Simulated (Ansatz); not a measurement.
Runs of Ansatz 0.2.0 on HfIn4SiO6. The structure is trigonal, space group P312 (No. 149). The conventional cell has a = 5.277 Å, b = 5.277 Å, c = 10.559 Å, α = 90.00°, β = 90.00°, γ = 120.00°. Hf (site symmetry 32) has 6 O at 2.10 Å as nearest neighbours. In (site symmetry 3) has 3 O at 2.62 Å as nearest neighbours. In (site symmetry 3) is surrounded by 3 O at 2.32 Å. Si (site symmetry 32) is surrounded by 6 O at 1.83 Å. O (site symmetry 1) has 1 Si at 1.83 Å and 1 Hf at 2.10 Å as nearest neighbours. The cell was built by a generator and needn't be a form met in nature.

```csv
task,level,U,k mesh,hubbard projectors,double counting,atoms under strain,gap on the mesh (eV),pressure (GPa),largest force (eV/Å)
projected density of states,PBE+U,Hf d U = 4 eV,6 × 6 × 3,ortho-atomic (the default),fll (the default),-,none,0.7,0.26
elastic constants,PBE,-,4 × 4 × 2,-,-,relaxed,0.35,(b),-
projected density of states,PBE+U,Hf d U = 2 eV,6 × 6 × 3,ortho-atomic (the default),fll (the default),-,none,0.3,0.12
projected density of states,PBE+U,Hf d U = 8 eV,6 × 6 × 3,ortho-atomic (the default),fll (the default),-,none,1.5,(a)
projected density of states,PBE+U,Hf d U = 6 eV,6 × 6 × 3,ortho-atomic (the default),fll (the default),-,none,1.1,0.40
```

Alike in all rows: potentials or basis Ansatz PAW; no spin polarisation; cell as given; cutoff (eV) 420; smearing fermi-dirac 0.05 eV.

Q: Fill in the values left out.

A: (a) 0.56; (b) 0.0.

Caveats: U without spin polarisation on a metal has little footing (some runs); the density of states is complete only up to the lowest level of the last band computed (some runs); the elastic tensor has a negative eigenvalue, so either the cell is unstable as it stands or the mesh is too thin (some runs); spin-orbit coupling is left out, which moves the levels of the heavy elements (some runs).

A k mesh can miss the band edges, and the runs leave out spin-orbit coupling on Hf, In.

A gap of «none» marks a metal or a gap under the smearing width.
